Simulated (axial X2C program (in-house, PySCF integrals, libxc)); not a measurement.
# TeN: bond curves with and without spin–orbit coupling

What are the state, bond length, wavenumber and bond energy of TeN, and what does spin–orbit coupling change?

Computed with an in-house X2C program for linear molecules on PySCF integrals. Level: all-electron X2C, Te dyall-cv3z, N dyall-av3z.

All values are calculated.

**1. The job**

Input file task.json:

```json
{"zs": [52, 7], "q": 0, "bas": ["dyall-cv3z", "dyall-av3z"], "levels": ["PBE0", "HF", "PBE50"], "cc": true, "r0": 1.88, "thr": -2.0, "nmax": 110, "npts": 10, "nst": 2, "ntry": 8}
```

Keys: zs atomic numbers; q charge; bas basis sets; levels methods (HF also brings MP2); cc coupled cluster on or off; r0 starting distance in Å; thr threshold in hartree for freezing inner shells (an s shell follows its p shell); nmax most natural virtual spinors; npts points asked for on the curve; nst determinants followed; ntry starts of the search.

The run is started by

```console
python so2c.py task.json out
```

Spin-free means the one-electron spin-free X2C Hamiltonian; two-component (2c) means X2C with spin–orbit coupling and atomic mean-field two-electron Coulomb and Gaunt terms. Basis: Te dyall-cv3z contracted to [11s12p8d4f1g], N dyall-av3z contracted to [7s7p3d2f]; Gaussian nuclei, density fitting. Masses: Te 129.906 u, N 14.003 u.

Notation: σ, π±, δ± give the projection m of an orbital's angular momentum (0, ±1, ±2), α and β its spin, Λ and M_S the sums; ω is the projection of a spinor's total angular momentum and Ω the sum. Logs are in hartree.

The results follow Hamiltonian by Hamiltonian and level by level.

**2. State search with PBE0**

Determinants are compared with PBE0 at 1.880 Å.

Spin-free determinants:

```tsv
ΔE (eV)	state	open shells
0.00	M_S = 1/2, Λ = 1	beyond closed shells: π+α
1.45	M_S = 3/2, Λ = 1	beyond closed shells: 2 × π+α, π+β, 2 × π-α
2.07	M_S = 3/2, Λ = 0	beyond closed shells: σα, π+α, π-α
2.79	M_S = 1/2, Λ = 0	beyond closed shells: σβ, π+α, π-α
2.89	M_S = 1/2, Λ = 1	beyond closed shells: π+α, 2 × π+β, 2 × π-α
```

Two-component determinants:

```csv
ΔE (eV),state,open shells
0.00,Ω = 1/2,excess of +ω over −ω: ω = 1/2
0.35,Ω = 3/2,excess of +ω over −ω: ω = 3/2
1.47,Ω = 5/2,"excess of +ω over −ω: ω = -1/2, 2 × ω = 3/2"
1.81,Ω = 1/2,"excess of +ω over −ω: 2 × ω = -1/2, ω = 3/2"
2.70,Ω = 3/2,excess of +ω over −ω: ω = 3/2
2.93,Ω = 7/2,"excess of +ω over −ω: ω = 1/2, 2 × ω = 3/2"
3.16,Ω = 5/2,"excess of +ω over −ω: 2 × ω = 1/2, ω = 3/2"
```

**3. PBE0, spin-free**

State followed: M_S = 1/2, Λ = 1 (beyond closed shells: π+α). The scan is laid around 1.872 Å, a first estimate of the minimum, and this SCF restarts from the orbitals of the search.

The SCF at the reference distance of 1.872 Å:

```text
spin-free X2C-1e  PBE0
basis functions 181  fitting functions 920  grid points 5075
iter        total energy     max residual
   1      -6847.933197117     1.11e+00
   2      -6848.116876025     6.82e-03
   3      -6848.112376029     2.33e-02
   4      -6848.117286347     3.60e-03
   5      -6848.117413663     3.42e-04
   6      -6848.117415301     1.06e-04
   7      -6848.117415844     8.43e-05
   8      -6848.117416161     1.13e-04
   9      -6848.117416995     1.80e-05
  10      -6848.117417051     2.22e-06
  11      -6848.117417051     5.39e-07
converged
one-electron -9599.77583720  Coulomb 2832.82694059  exact exchange -45.31515142  xc functional -138.74893781  nuclear repulsion 102.89556879
```

Along the bond, energies from the lowest point:

```csv
R (Å),E (eV),μ (D),HOMO (eV),LUMO (eV),iterations
1.629,1.1259,-2.85,-5.63,-3.51,14
1.704,0.4078,-2.84,-5.85,-3.74,14
1.760,0.1281,-2.80,-6.01,-3.92,14
1.816,0.0079,-2.72,-6.15,-4.10,14
1.872,0.0000,-2.60,-6.27,-4.26,11
1.938,0.0830,-2.43,-6.37,-4.39,15
2.003,0.2270,-2.26,-6.44,-4.47,14
2.087,0.4627,-2.06,-6.50,-4.53,14
2.190,0.7865,-1.85,-6.54,-4.56,14
2.340,1.2647,-1.57,-6.56,-4.55,13
```

Dipoles are positive if N is the positive end.

Outer orbitals at the reference distance:

```csv
symmetry,occupied,ε (eV),atomic character
σα,yes,-23.31,"64% N s, 15% Te s, 8% Te p"
σβ,yes,-21.89,"54% N s, 24% Te s, 8% N p"
σα,yes,-16.01,"52% Te s, 17% N p, 16% N s"
σβ,yes,-15.43,"45% Te s, 22% N s, 14% Te p"
π+α,yes,-10.04,"71% N p, 24% Te p"
σα,yes,-9.59,"57% N p, 29% Te p, 8% N s"
π-α,yes,-9.43,"68% N p, 27% Te p, 2% N d"
σβ,yes,-9.04,"56% N p, 29% Te p, 10% N s"
π+β,yes,-8.34,"59% Te p, 34% N p, 5% N d"
π-β,yes,-8.34,"59% Te p, 34% N p, 5% N d"
π+α,yes,-6.27,"61% Te p, 24% N p, 6% N d"
π-α,no,-4.26,"58% Te p, 27% N p, 7% Te d"
π+β,no,-2.98,"56% N p, 26% Te p, 11% Te d"
π-β,no,-2.98,"56% N p, 26% Te p, 11% Te d"
σα,no,-0.58,"45% Te p, 24% Te d, 14% N p"
```

PBE0 fields in the half plane through the axis: z from -2.4 to 4.2 Å across, distance from the axis 0.15 to 2.25 Å upwards; Te lies at z = 0 and N at z = 1.872 Å; the ELF is damped to zero where the density is low.

log10 density (e/bohr³). Ten even steps from ' ' (-5.21 ) to '@' (1.83 ):
```
....::::::--------------::::::::::......      
..::::::------======----------::::::::....    
..::::----================----------::::....  
::::----====++++++++==============----::::....
::----====++++++++++++++++++++++====----::::..
::----==++++********++++++++**++++++==----::..
::--====++++**##%%##**************++====--::..
::--====++**##%%@@%%##******%%##**++++==--::..
```

ELF. Ten even steps from '0' (0.00 ) to '9' (0.92 ):
```
00001234432100000000000
00013567664210000000000
00135788875321111100000
00247888876433344321000
01357876555545677642000
01367742323567899874200
01467537872488799985300
01477356864386619996310
```

Re = 1.848 Å, ωe = 776 cm⁻¹, ωexe = 7.82 cm⁻¹, Be = 0.3905 cm⁻¹, De = 2.72 eV, μ = -2.65 D. ⟨S²⟩ = 0.87 against 0.75 for a pure state, so this determinant mixes spins.

**4. HF, spin-free**

Output at 1.872 Å:

```text
spin-free X2C-1e  HF
basis functions 181  fitting functions 920  grid points 5075
iter        total energy     max residual
   1      -6845.313933493     2.47e-01
   2      -6845.346062083     2.06e-02
   3      -6845.354724607     1.76e-02
   4      -6845.360003473     1.92e-02
   5      -6845.365514564     1.44e-02
   6      -6845.371729675     6.68e-03
   7      -6845.372600287     7.50e-04
   8      -6845.372590892     1.44e-03
   9      -6845.372632426     2.55e-04
  10      -6845.372636510     1.68e-04
  11      -6845.372638060     5.16e-05
  12      -6845.372638329     1.87e-05
  13      -6845.372638356     7.07e-06
  14      -6845.372638358     4.49e-06
  15      -6845.372638359     3.41e-07
converged
one-electron -9598.77152521  Coulomb 2831.96097869  exact exchange -181.45766063  xc functional 0.00000000  nuclear repulsion 102.89556879
```

No constants are quoted: fits of two degrees disagree.

**5. PBE50, spin-free**

The SCF at the reference distance of 1.872 Å:

```text
spin-free X2C-1e  PBE50
basis functions 181  fitting functions 920  grid points 5075
iter        total energy     max residual
   1      -6848.184157009     8.57e-02
   2      -6848.188196057     7.67e-03
   3      -6848.188685473     8.95e-03
   4      -6848.189348685     6.18e-03
   5      -6848.189853933     4.22e-03
   6      -6848.190582859     2.64e-03
   7      -6848.191065646     3.62e-04
   8      -6848.191067656     1.93e-04
   9      -6848.191068883     7.51e-05
  10      -6848.191069201     2.56e-05
  11      -6848.191069228     1.22e-05
  12      -6848.191069240     3.02e-06
  13      -6848.191069240     1.52e-06
converged
one-electron -9599.95593152  Coulomb 2833.06636955  exact exchange -90.67782592  xc functional -93.51925014  nuclear repulsion 102.89556879
```

Re = 1.870 Å, ωe = 685 cm⁻¹, ωexe = 3.79 cm⁻¹, Be = 0.3814 cm⁻¹, De = 2.04 eV, μ = -2.31 D. ⟨S²⟩ = 1.18 against 0.75 for a pure state, so this determinant mixes spins.

**6. Correlated methods, spin-free**

Correlated methods: 21 electrons correlated (frozen shells, counted by type: Te 4 s, 3 p, 1 d; N 1 s), 247 virtual spinors in MP2, 110 natural virtuals in coupled cluster.

Output of the correlated part at 1.872 Å:

```text
correlated 21  virtual 247  natural virtual 110  E(MP2) -0.763279818  MP2 remainder -0.069446271
iter   CCSD correlation   residual
   1     -0.652288264   1.63e-01
   2     -0.670281817   8.26e-02
   3     -0.677948711   5.44e-02
   4     -0.681029250   3.85e-02
   5     -0.684794676   2.24e-02
   6     -0.685351796   9.92e-03
   7     -0.685581106   4.70e-03
   8     -0.685616305   2.17e-03
   9     -0.685569737   9.96e-04
  10     -0.685607409   4.91e-04
  11     -0.685600045   2.76e-04
  12     -0.685600356   1.53e-04
  13     -0.685600012   7.38e-05
  14     -0.685600133   3.41e-05
  15     -0.685600539   1.34e-05
  16     -0.685600744   5.01e-06
  17     -0.685600837   2.53e-06
  18     -0.685600894   1.23e-06
  19     -0.685600919   6.57e-07
  20     -0.685600950   3.72e-07
  21     -0.685600964   2.32e-07
(T) -0.024413180  T1 0.0728  D1 0.2039  max T2 0.120
```

T1 in the output is the amplitude norm over the root of the electron number; divide by √2 for the Lee–Taylor value.

MP2: No constants are quoted: the reference is strongly spin-contaminated.

CCSD: Re = 1.852 Å, ωe = 751 cm⁻¹, ωexe = 8.45 cm⁻¹, Be = 0.3888 cm⁻¹, De = 2.20 eV. T1 at Re = 0.053 (Lee–Taylor, the printed value over √2).

CCSD(T): Re = 1.842 Å, ωe = 802 cm⁻¹, ωexe = 9.39 cm⁻¹, Be = 0.393 cm⁻¹, De = 2.42 eV. T1 at Re = 0.053 (Lee–Taylor, the printed value over √2).

**7. A higher determinant, spin-free**

State: M_S = 3/2, Λ = 1 (beyond closed shells: 2 × π+α, π+β, 2 × π-α).

Output at the reference distance:

```text
spin-free X2C-1e  PBE0
basis functions 181  fitting functions 920  grid points 5075
iter        total energy     max residual
   1      -6847.877268537     1.12e+00
   2      -6848.062247022     4.22e-03
   3      -6848.061795111     7.42e-03
   4      -6848.062516955     1.72e-03
   5      -6848.062560131     2.53e-04
   6      -6848.062561072     4.53e-05
   7      -6848.062561127     1.67e-05
   8      -6848.062561130     9.80e-06
   9      -6848.062561132     1.96e-06
  10      -6848.062561133     3.99e-07
converged
one-electron -9599.66511529  Coulomb 2832.85340707  exact exchange -45.34882685  xc functional -138.79759485  nuclear repulsion 102.89556879
```

```
R (Å)  E above the lowest PBE0 point (eV)
1.629                               4.053
1.704                               2.846
1.760                               2.224
1.816                               1.787
1.872                               1.493
1.938                               1.288
2.003                               1.196
2.087                               1.196
2.190                               1.316
```

No constants are quoted: too few points lie around the minimum for a second fit to confirm the first.

**8. The spin-free curves together**

Energy (eV) of the followed determinant, spin-free, from each level's lowest point:

```
R (Å)   PBE0     HF  MP2 (spin-contaminated)   CCSD  CCSD(T)  PBE50
1.629  1.126  1.952                    0.909    n/a      n/a  1.109
1.704  0.408  1.045                    0.368  0.408    0.383  0.435
1.760  0.128  0.601                    0.145  0.135    0.112  0.167
1.816  0.008  0.306                    0.032  0.014    0.000  0.036
1.872  0.000  0.125                    0.000  0.000    0.001  0.000
1.938  0.083  0.022                    0.038  0.073    0.097  0.044
2.003  0.227  0.000                    0.139  0.205    0.252  0.150
2.087  0.463  0.040                    0.353  0.422    0.498  0.347
2.190  0.787  0.113                    0.707    n/a      n/a  0.633
2.340  1.265  0.162                    1.155    n/a      n/a  1.053
```

**9. PBE0, 2c**

State followed: Ω = 1/2 (excess of +ω over −ω: ω = 1/2). The scan is laid around 1.872 Å, a first estimate of the minimum, and this SCF restarts from the orbitals of the search.

The SCF at the reference distance of 1.872 Å:

```text
two-component X2C + atomic mean field  PBE0
basis functions 181  fitting functions 920  grid points 5075
iter        total energy     max residual
   1      -6845.079746410     1.12e+00
   2      -6845.268720013     6.45e-03
   3      -6845.265072186     2.08e-02
   4      -6845.269106328     3.38e-03
   5      -6845.269222780     2.86e-04
   6      -6845.269224173     9.80e-05
   7      -6845.269224625     7.62e-05
   8      -6845.269224866     9.99e-05
   9      -6845.269225319     1.31e-05
  10      -6845.269225336     2.20e-06
  11      -6845.269225336     7.56e-07
converged
one-electron -9591.55065465  Coulomb 2831.40265718  exact exchange -45.29203427  xc functional -138.67759320  nuclear repulsion 102.89556879  atomic mean-field constant -4.04716920
```

Along the bond, energies from the lowest point:

```csv
R (Å),E (eV),μ (D),HOMO (eV),LUMO (eV),iterations
1.629,1.1917,-2.93,-5.74,-3.38,14
1.704,0.4584,-2.91,-5.97,-3.60,14
1.760,0.1644,-2.86,-6.13,-3.76,14
1.816,0.0268,-2.77,-6.28,-3.91,14
1.872,0.0000,-2.66,-6.40,-4.04,11
1.938,0.0627,-2.50,-6.52,-4.15,14
2.003,0.1900,-2.34,-6.60,-4.21,14
2.087,0.4095,-2.15,-6.68,-4.27,14
2.190,0.7186,-1.94,-6.73,-4.29,14
2.340,1.1811,-1.68,-6.75,-4.29,14
```

Dipoles are positive if N is the positive end.

Outer spinors at the reference distance:

| ω | occupied | ε (eV) | atomic character | λ mixture |
| --- | --- | --- | --- | --- |
| -1/2 | yes | -23.30 | 64% N s, 15% Te s, 8% Te p | 100% σ |
| 1/2 | yes | -21.78 | 53% N s, 24% Te s, 9% N p | 100% σ |
| -1/2 | yes | -15.94 | 52% Te s, 17% N p, 15% N s | 100% σ |
| 1/2 | yes | -15.38 | 44% Te s, 23% N s, 14% Te p | 100% σ |
| 1/2 | yes | -10.12 | 68% N p, 27% Te p | 98% π, 2% σ |
| -1/2 | yes | -9.59 | 55% N p, 31% Te p, 7% N s | 96% σ, 4% π |
| -3/2 | yes | -9.39 | 72% N p, 23% Te p, 2% Te d | 100% π |
| 1/2 | yes | -8.95 | 57% N p, 28% Te p, 10% N s | 97% σ, 3% π |
| -1/2 | yes | -8.46 | 62% Te p, 31% N p, 5% N d | 96% π, 4% σ |
| 3/2 | yes | -8.11 | 58% Te p, 36% N p, 5% N d | 100% π |
| 1/2 | yes | -6.40 | 59% Te p, 26% N p, 6% Te d | 99% π, 1% σ |
| -3/2 | no | -4.04 | 62% Te p, 23% N p, 7% Te d | 100% π |
| -1/2 | no | -2.88 | 61% N p, 21% Te p, 12% Te d | 100% π |
| 3/2 | no | -2.82 | 55% N p, 27% Te p, 12% Te d | 100% π |
| -1/2 | no | -0.54 | 45% Te p, 23% Te d, 14% N p | 100% σ |

PBE0 fields in the half plane through the axis: z from -2.4 to 4.2 Å across, distance from the axis 0.15 to 2.25 Å upwards; Te lies at z = 0 and N at z = 1.872 Å; the ELF is damped to zero where the density is low.

log10 density (e/bohr³). Ten even steps from '0' (-5.20 ) to '9' (1.83 ):
```
11222333333322222111000
12223334433333322221100
12233444444443333322110
22334455554444444332211
23344555555555554433221
23345556665555655543321
23445567776666666544321
23445678987666876554321
```

ELF. Ten even steps from '0' (0.00 ) to '9' (0.92 ):
```
00001234432100000000000
00013566654210000000000
00135788875321111100000
00247888876433344321000
01367876555545677652000
01467742323567899874200
01467537872488799985300
01477356864386619996310
```

Re = 1.861 Å, ωe = 745 cm⁻¹, ωexe = 6.54 cm⁻¹, Be = 0.3853 cm⁻¹, De = 2.65 eV, μ = -2.68 D.

**10. HF, 2c**

Output at 1.872 Å:

```text
two-component X2C + atomic mean field  HF
basis functions 181  fitting functions 920  grid points 5075
iter        total energy     max residual
   1      -6842.467734944     2.63e-01
   2      -6842.500615201     2.11e-02
   3      -6842.509226597     1.71e-02
   4      -6842.514112481     1.70e-02
   5      -6842.519007799     1.05e-02
   6      -6842.522275340     3.52e-03
   7      -6842.522570498     6.53e-04
   8      -6842.522586098     6.56e-04
   9      -6842.522603682     3.60e-04
  10      -6842.522608215     2.06e-04
  11      -6842.522609610     9.32e-05
  12      -6842.522609866     4.50e-05
  13      -6842.522609928     2.21e-05
  14      -6842.522609940     1.19e-05
  15      -6842.522609944     6.89e-06
  16      -6842.522609946     2.06e-06
  17      -6842.522609947     5.79e-07
converged
one-electron -9590.57534868  Coulomb 2830.55790060  exact exchange -181.35356146  xc functional 0.00000000  nuclear repulsion 102.89556879  atomic mean-field constant -4.04716920
```

No constants are quoted: fits of two degrees disagree.

**11. PBE50, 2c**

The SCF at the reference distance of 1.872 Å:

```text
two-component X2C + atomic mean field  PBE50
basis functions 181  fitting functions 920  grid points 5075
iter        total energy     max residual
   1      -6845.336373558     8.89e-02
   2      -6845.340538805     7.41e-03
   3      -6845.341166458     7.78e-03
   4      -6845.341659794     5.85e-03
   5      -6845.342116244     3.49e-03
   6      -6845.342618420     1.69e-03
   7      -6845.342786906     3.60e-04
   8      -6845.342789201     1.37e-04
   9      -6845.342790010     9.21e-05
  10      -6845.342790312     4.07e-05
  11      -6845.342790371     1.11e-05
  12      -6845.342790377     4.19e-06
  13      -6845.342790378     1.69e-06
converged
one-electron -9591.74442057  Coulomb 2831.65174877  exact exchange -90.62816549  xc functional -93.47035268  nuclear repulsion 102.89556879  atomic mean-field constant -4.04716920
```

Re = 1.880 Å, ωe = 679 cm⁻¹, ωexe = 4.04 cm⁻¹, Be = 0.3773 cm⁻¹, De = 2.00 eV, μ = -2.36 D.

**12. MP2 and beyond, 2c**

Correlated methods: 21 electrons correlated (frozen shells, counted by type: Te 4 s, 3 p, 1 d; N 1 s), 247 virtual spinors in MP2, 110 natural virtuals in coupled cluster.

Output of the correlated part at 1.872 Å:

```text
correlated 21  virtual 247  natural virtual 110  E(MP2) -0.762738737  MP2 remainder -0.067494066
iter   CCSD correlation   residual
   1     -0.653566843   1.61e-01
   2     -0.671423758   8.02e-02
   3     -0.678762365   5.21e-02
   4     -0.681521943   3.60e-02
   5     -0.684749570   2.02e-02
   6     -0.685173996   8.52e-03
   7     -0.685326136   3.91e-03
   8     -0.685360803   1.80e-03
   9     -0.685318940   7.99e-04
  10     -0.685347488   3.70e-04
  11     -0.685342486   2.00e-04
  12     -0.685342709   1.16e-04
  13     -0.685342359   6.09e-05
  14     -0.685342475   2.97e-05
  15     -0.685342781   1.19e-05
  16     -0.685342983   4.87e-06
  17     -0.685343071   2.78e-06
  18     -0.685343136   1.60e-06
  19     -0.685343166   9.55e-07
  20     -0.685343200   5.28e-07
  21     -0.685343206   2.78e-07
(T) -0.023607140  T1 0.0680  D1 0.1834  max T2 0.110
```

MP2: No constants are quoted: the reference is strongly spin-contaminated.

CCSD: Re = 1.864 Å, ωe = 721 cm⁻¹, ωexe = 7.56 cm⁻¹, Be = 0.3838 cm⁻¹, De = 2.07 eV. T1 at Re = 0.049 (Lee–Taylor, the printed value over √2).

CCSD(T): Re = 1.853 Å, ωe = 765 cm⁻¹, ωexe = 8.69 cm⁻¹, Be = 0.3883 cm⁻¹, De = 2.26 eV. T1 at Re = 0.049 (Lee–Taylor, the printed value over √2).

**13. A higher determinant, 2c**

State: Ω = 3/2 (excess of +ω over −ω: ω = 3/2).

Output at the reference distance:

```text
two-component X2C + atomic mean field  PBE0
basis functions 181  fitting functions 920  grid points 5075
iter        total energy     max residual
   1      -6845.067060563     1.12e+00
   2      -6845.255889190     7.25e-03
   3      -6845.250045267     2.65e-02
   4      -6845.256338457     3.64e-03
   5      -6845.256467660     3.99e-04
   6      -6845.256469567     1.16e-04
   7      -6845.256470167     1.01e-04
   8      -6845.256470547     1.23e-04
   9      -6845.256472115     4.39e-05
  10      -6845.256472534     7.58e-06
  11      -6845.256472540     2.84e-06
  12      -6845.256472541     8.29e-07
converged
one-electron -9591.30740733  Coulomb 2831.14966628  exact exchange -45.28345709  xc functional -138.66367399  nuclear repulsion 102.89556879  atomic mean-field constant -4.04716920
```

| R (Å) | E above the lowest PBE0 point (eV) |
| --- | --- |
| 1.629 | 1.442 |
| 1.704 | 0.727 |
| 1.760 | 0.452 |
| 1.816 | 0.340 |
| 1.872 | 0.347 |
| 1.938 | 0.450 |
| 2.003 | 0.609 |
| 2.087 | 0.857 |
| 2.190 | 1.186 |

Re = 1.839 Å, ωe = 818 cm⁻¹, ωexe = 10.1 cm⁻¹, Be = 0.3942 cm⁻¹, μ = -2.67 D. Te = 0.33 eV. As a difference of two determinants it need not be a gap between pure terms.

**14. The 2c curves together**

Energy (eV) of the followed determinant, 2c, from each level's lowest point:

```
R (Å)   PBE0     HF  MP2 (spin-contaminated)   CCSD  CCSD(T)  PBE50
1.629  1.192  2.007                    0.991    n/a      n/a  1.189
1.704  0.458  1.083                    0.412  0.458    0.428  0.488
1.760  0.164  0.629                    0.171  0.169    0.144  0.199
1.816  0.027  0.326                    0.043  0.031    0.016  0.050
1.872  0.000  0.138                    0.000  0.000    0.000  0.000
1.938  0.063  0.028                    0.028  0.054    0.074  0.031
2.003  0.190  0.000                    0.121  0.170    0.210  0.128
2.087  0.410  0.034                    0.327  0.371    0.435  0.314
2.190  0.719  0.101                    0.674    n/a      n/a  0.590
2.340  1.181  0.142                    1.114    n/a      n/a  1.000
```

The whole job took 17 min on 1 thread of Arm Neoverse N1, shared host; peak memory 1.9 GiB.

**15. Constants**

Lowest determinant that the search found at its distance, spin-free: M_S = 1/2, Λ = 1 (beyond closed shells: π+α).

Lowest determinant that the search found at its distance, 2c: Ω = 1/2 (excess of +ω over −ω: ω = 1/2).

| Hamiltonian | level | Re (Å) | ωe (cm⁻¹) | De (eV) | μ (D) |
| --- | --- | --- | --- | --- | --- |
| spin-free | PBE0 | 1.848 | 776 | 2.72 | -2.65 |
| spin-free | CCSD | 1.852 | 751 | 2.20 | n/a |
| spin-free | CCSD(T) | 1.842 | 802 | 2.42 | n/a |
| spin-free | PBE50 | 1.870 | 685 | 2.04 | -2.31 |
| 2c | PBE0 | 1.861 | 745 | 2.65 | -2.68 |
| 2c | CCSD | 1.864 | 721 | 2.07 | n/a |
| 2c | CCSD(T) | 1.853 | 765 | 2.26 | n/a |
| 2c | PBE50 | 1.880 | 679 | 2.00 | -2.36 |

Dipoles are positive if N is the positive end. No constants: spin-free HF (fits of two degrees disagree); spin-free MP2 (the reference is strongly spin-contaminated); 2c HF (fits of two degrees disagree); 2c MP2 (the reference is strongly spin-contaminated). Spin-free ⟨S²⟩ is off its pure value at PBE0 0.87, PBE50 1.18.

Time per point (s) on 1 thread of Arm Neoverse N1, shared host (2c runs; CCSD comes with the CCSD(T) run); the times are rough: PBE0 1.3, CCSD(T) 57, PBE50 1.3.

In words: At CCSD(T), going from spin-free to two-component changes Re by +11 mÅ, ωe by -4.6 %; at least one of these shifts is too large to ignore. De moves by -0.16 eV; both De rest on single-determinant atoms, which can miss part of an open shell's spin–orbit lowering.

De refers to Te + N, each in the lowest determinant found, which need not be this curve's own limit. Each curve is one determinant whose occupation by symmetry is held fixed; it was picked as the lowest of a PBE0 search that is not exhaustive. Dissociation energies refer to the lowest single-determinant-based atoms at the same level and basis. Density functionals use the spin component along the axis (collinear). CCSD and (T) use frozen natural virtuals with an MP2 correction for the truncation. The spin-free determinant is spin-contaminated at some levels. T1 at Re is 0.053 (Lee–Taylor), above the customary mark of 0.02.
